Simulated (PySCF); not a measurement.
# [La(NH3)6]3+: forces at shaken geometries

How stiff is [La(NH3)6]3+? Its atoms are displaced at random by several amounts. It is a constructed species; whether it can be made isn't addressed.

The runs use PySCF 2.14.0; PBE0, La lcecp-1-SVP with ECP46, N def2-SVP, H def2-SVP; scalar-relativistic core potentials, no spin–orbit coupling.

2 further runs of the same task are left out: 2 for a known fault of the program.

**1. The starting structure**

25 atoms, charge 3, spin multiplicity 1.

Bond lengths: La1–N2 2.702 Å, La1–N6 2.702 Å, La1–N10 2.702 Å, La1–N14 2.702 Å, La1–N18 2.702 Å, La1–N22 2.702 Å, N2–H3 1.029 Å, N2–H4 1.029 Å, N2–H5 1.029 Å, N6–H7 1.029 Å, N6–H8 1.029 Å, N6–H9 1.029 Å, N10–H11 1.029 Å, N10–H12 1.029 Å, N10–H13 1.029 Å, N14–H15 1.029 Å, N14–H16 1.029 Å, N14–H17 1.029 Å and more. Angles: N2–La1–N6 180.0°, N2–La1–N10 89.8°, N2–La1–N14 89.7°, N2–La1–N18 90.2°, N2–La1–N22 90.3°, N6–La1–N10 90.2°, N6–La1–N14 90.3°, N6–La1–N18 89.8°, N6–La1–N22 89.7°, N10–La1–N14 90.0°, N10–La1–N18 180.0°, N10–La1–N22 90.0°, N14–La1–N18 90.0°, N14–La1–N22 180.0°, N18–La1–N22 90.0°, La1–N2–H3 115.5°, La1–N2–H4 115.5°, La1–N2–H5 115.5° and more.

Geometry (Å):

```xyz
25

La    0.0000    0.0000    0.0000
N     0.0052    0.0077    2.7023
H     0.8106    0.4733    3.1418
H    -0.7980    0.4730    3.1461
H     0.0067   -0.9198    3.1476
N    -0.0052   -0.0077   -2.7023
H     0.7980   -0.4730   -3.1461
H    -0.8106   -0.4733   -3.1418
H    -0.0067    0.9198   -3.1476
N     2.7018   -0.0012    0.0020
H     3.1437   -0.4644    0.8075
H     3.1474   -0.4644   -0.8014
H     3.1423    0.9287    0.0020
N     0.0011    2.7018    0.0066
H     0.4509    3.1415    0.8209
H     0.4778    3.1495   -0.7878
H    -0.9287    3.1423   -0.0064
N    -2.7018    0.0012   -0.0020
H    -3.1474    0.4644    0.8014
H    -3.1437    0.4644   -0.8075
H    -3.1423   -0.9287   -0.0020
N    -0.0011   -2.7018   -0.0066
H    -0.4778   -3.1495    0.7878
H    -0.4509   -3.1415   -0.8209
H     0.9287   -3.1423    0.0064
```

Formal oxidation states: La +3. The 4f shell is empty and lies in the core potential. An earlier session relaxed this geometry at PBE0, La lcecp-1-SVP with ECP46, N def2-SVP, H def2-SVP (singlet, point group Ci).

Its energy there is -369.543691 Eh.

**2. Atoms moved at random, σ = 0.06 Å**

The input, run.py (the lines that set the calculation):

```python
mol = gto.M(atom='''
La    -0.01988    -0.06021    -0.08397
N     -0.00665    -0.03088     2.61630
H      0.77951     0.50988     3.14583
H     -0.76750     0.46621     3.15237
H      0.04694    -0.75434     3.13479
N     -0.13709     0.02368    -2.73101
H      0.78031    -0.47744    -3.11124
H     -0.85461    -0.43195    -3.15404
H      0.09747     0.94442    -3.18250
N      2.77458    -0.02684     0.06595
H      3.09699    -0.50521     0.86910
H      3.15608    -0.53275    -0.82992
H      3.19356     0.92003     0.07568
N      0.02044     2.70821     0.03671
H      0.45824     3.18115     0.77327
H      0.52751     3.16226    -0.74595
H     -0.90940     3.18306     0.04569
N     -2.65459     0.08671     0.00020
H     -3.09930     0.48503     0.77854
H     -3.18368     0.41149    -0.75879
H     -3.24473    -0.98199     0.00662
N      0.05160    -2.83426     0.06831
H     -0.56999    -3.15550     0.71391
H     -0.48915    -3.15392    -0.83542
H      0.95334    -3.13685    -0.05043''',
    basis={'La': 'lcecp-1-SVP', 'N': 'def2-SVP', 'H': 'def2-SVP'},
    ecp={'La': 'lcecp-1-SVP'},
    charge=3, spin=0)
mf = dft.RKS(mol, xc='PBE0')
mf.grids.atom_grid = (50, 194)  # f atoms: unpruned, at least (60, 302)
mf = mf.density_fit()  # fitting sets: La AutoAux, N def2-universal-JKFIT, H def2-universal-JKFIT
mf.conv_tol = 1e-08; mf.max_cycle = 55
mf.kernel(dm0)  # dm0: the density of the relaxed state
```

On the command line:

```bash
OMP_NUM_THREADS=4 python run.py
```

**3. Atoms moved at random, σ = 0.1 Å**

The input, run.py (the lines that set the calculation):

```python
mol = gto.M(atom='''
La     0.00949    -0.03650     0.04442
N      0.10689     0.00831     2.67970
H      0.89057     0.31538     3.07636
H     -0.80694     0.47867     3.17246
H      0.13339    -0.93602     3.32741
N     -0.10473    -0.04128    -2.87375
H      0.61308    -0.43726    -3.12607
H     -0.71859    -0.31003    -3.10868
H     -0.05450     1.00545    -2.94838
N      2.72443    -0.05483    -0.03975
H      3.05106    -0.48877     0.85863
H      3.11122    -0.52665    -0.76750
H      3.10148     0.76039     0.13634
N      0.08505     2.67600    -0.19679
H      0.31588     3.02354     0.67906
H      0.65415     3.12838    -0.81582
H     -0.74401     3.18744    -0.05783
N     -2.62096     0.05302     0.04578
H     -3.31859     0.57303     0.83161
H     -3.02159     0.59760    -0.79110
H     -3.17648    -0.85772    -0.13436
N     -0.15480    -2.55608     0.12738
H     -0.65890    -3.23827     0.76536
H     -0.28768    -3.18543    -0.90837
H      0.87110    -3.13837     0.02389''',
    basis={'La': 'lcecp-1-SVP', 'N': 'def2-SVP', 'H': 'def2-SVP'},
    ecp={'La': 'lcecp-1-SVP'},
    charge=3, spin=0)
mf = dft.RKS(mol, xc='PBE0')
mf.grids.atom_grid = (50, 194)  # f atoms: unpruned, at least (60, 302)
mf = mf.density_fit()  # fitting sets: La AutoAux, N def2-universal-JKFIT, H def2-universal-JKFIT
mf.conv_tol = 1e-08; mf.max_cycle = 55
mf.kernel(dm0)  # dm0: the density of the relaxed state
```

**4. Atoms moved at random, σ = 0.03 Å**

The input, run.py (the lines that set the calculation):

```python
mol = gto.M(atom='''
La    -0.02259     0.01870     0.00916
N      0.02578     0.02520     2.74228
H      0.79175     0.45508     3.15467
H     -0.81588     0.44941     3.14971
H     -0.02052    -0.90824     3.15568
N     -0.02465     0.02006    -2.72329
H      0.79277    -0.46508    -3.14656
H     -0.84094    -0.44985    -3.18163
H      0.05549     0.92639    -3.12038
N      2.62203    -0.05415     0.08236
H      3.19564    -0.46778     0.81564
H      3.16919    -0.47418    -0.78211
H      3.12083     0.88356     0.00208
N      0.04341     2.67177     0.02984
H      0.47447     3.15720     0.83137
H      0.46167     3.17053    -0.69170
H     -0.90884     3.14176    -0.01853
N     -2.67413    -0.00288    -0.00489
H     -3.16952     0.49570     0.75377
H     -3.13914     0.51865    -0.87437
H     -3.13835    -0.92630    -0.01132
N     -0.02866    -2.70557    -0.09014
H     -0.40150    -3.18703     0.73764
H     -0.54043    -3.14422    -0.82909
H      0.97215    -3.14873     0.00981''',
    basis={'La': 'lcecp-1-SVP', 'N': 'def2-SVP', 'H': 'def2-SVP'},
    ecp={'La': 'lcecp-1-SVP'},
    charge=3, spin=0)
mf = dft.RKS(mol, xc='PBE0')
mf.grids.atom_grid = (50, 194)  # f atoms: unpruned, at least (60, 302)
mf = mf.density_fit()  # fitting sets: La AutoAux, N def2-universal-JKFIT, H def2-universal-JKFIT
mf.conv_tol = 1e-08; mf.max_cycle = 55
mf.kernel(dm0)  # dm0: the density of the relaxed state
```

**Question.** What will these runs give? Wanted: for each run, σ; energy rise; harmonic estimate −½ F·u; largest force component.

**Answer**, as computed:

| σ (Å) | energy rise (eV) | harmonic estimate −½ F·u (eV) | largest force component (eV/Å) |
| --- | --- | --- | --- |
| 0.06 | 2.892 | 2.771 | 9.25 |
| 0.1 | 9.609 | 11.404 | 35.57 |
| 0.03 | 0.869 | 0.848 | 2.80 |

Every displacement raises the energy. For a harmonic well the rise equals −½ F·u; the two differ by at most 19 % here (a move with σ = 0.1 Å), from anharmonicity, the grid and the small forces left at the relaxed point. The largest moves cost over 1 eV, far outside the harmonic range, so agreement there can come from errors that cancel between squeezed and stretched bonds. These are double-zeta-type bases without diffuse functions. Spin–orbit coupling is left out. The core potential fixes the 4f count, so no charge can pass from the ligands into that shell.
